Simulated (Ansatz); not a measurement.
# CH2ClI: the cost of one run

All numbers are computed with Ansatz 0.2.0 through its Python package. Level of theory: r2SCAN/def2-SVP.

## Step 1: Starting point

Bond lengths: Cl1–C2 1.776 Å, C2–I3 2.099 Å, C2–H4 1.093 Å, C2–H5 1.093 Å. Angles: Cl1–C2–I3 108.4°, Cl1–C2–H4 107.7°, Cl1–C2–H5 107.7°, I3–C2–H4 112.2°, I3–C2–H5 112.2°, H4–C2–H5 108.4°.

No structure file is read: the coordinates are typed or built in the script.

## Step 2: The script

adiabatic_ch2cli.py

```python
# -*- coding: utf-8 -*-
"""Vertical and adiabatic ionisation of CH2ClI."""

import ansatz as az
from ase import Atoms
import numpy as np


def main():
    atoms = Atoms(["Cl", "C", "I", "H", "H"], positions=[
        [-1.1915, 1.2073, -0.0208],
        [-0.0848, -0.1821, 0.0055],
        [1.8853, 0.5401, -0.031],
        [-0.2966, -0.7595, 0.9094],
        [-0.3125, -0.8058, -0.8631],
    ])
    mol = az.Crystal.molecule_from_ase(atoms)

    job = mol.calculation().basis(gaussian="def2-SVP").functional("r2scan")
    symbols = [site.symbol for site in mol.cartesian_sites]
    start = np.array([site.position_ang for site in mol.cartesian_sites], dtype=float)
    rep = job.relax(force_tolerance=0.01).run(threads=1, pin="off").report
    end = np.array(rep["positions_ang"])

    minimum = az.Crystal.molecule()
    for symbol, place in zip(symbols, end):
        minimum = minimum.atom(symbol, place.tolist())
    ion = (
        minimum.calculation()
        .basis(gaussian="def2-SVP")
        .functional("r2scan")
        .charge(1)
        .spin("collinear", total=1)
    )
    vertical = ion.run(threads=1, pin="off").report
    settled = ion.relax(force_tolerance=0.01, max_steps=80).run(threads=1, pin="off").report
    print(f"vertical ionisation energy   {vertical['free_energy_ev'] - rep['free_energy_ev']:.3f} eV")
    print(f"adiabatic, no zero point     {settled['free_energy_ev'] - rep['free_energy_ev']:.3f} eV")
    print(f"relaxation energy of the ion {vertical['free_energy_ev'] - settled['free_energy_ev']:.3f} eV")
    ionised = np.array(settled["positions_ang"])
    print("final positions (A) and the move of each atom")
    for symbol, xyz, old in zip(symbols, ionised, end):
        print(f"{symbol:2s} {xyz[0]:10.5f} {xyz[1]:10.5f} {xyz[2]:10.5f}   {np.linalg.norm(xyz - old):7.4f}")


if __name__ == "__main__":
    main()
```

## Step 3: Launch

Launch:

```bash
$ python adiabatic_ch2cli.py
```

**Question.** How long does this script take on 1 thread of Arm Neoverse V1, shared host, and how much memory does it need?

About 3.3 min, with a peak of 0.28 GiB.
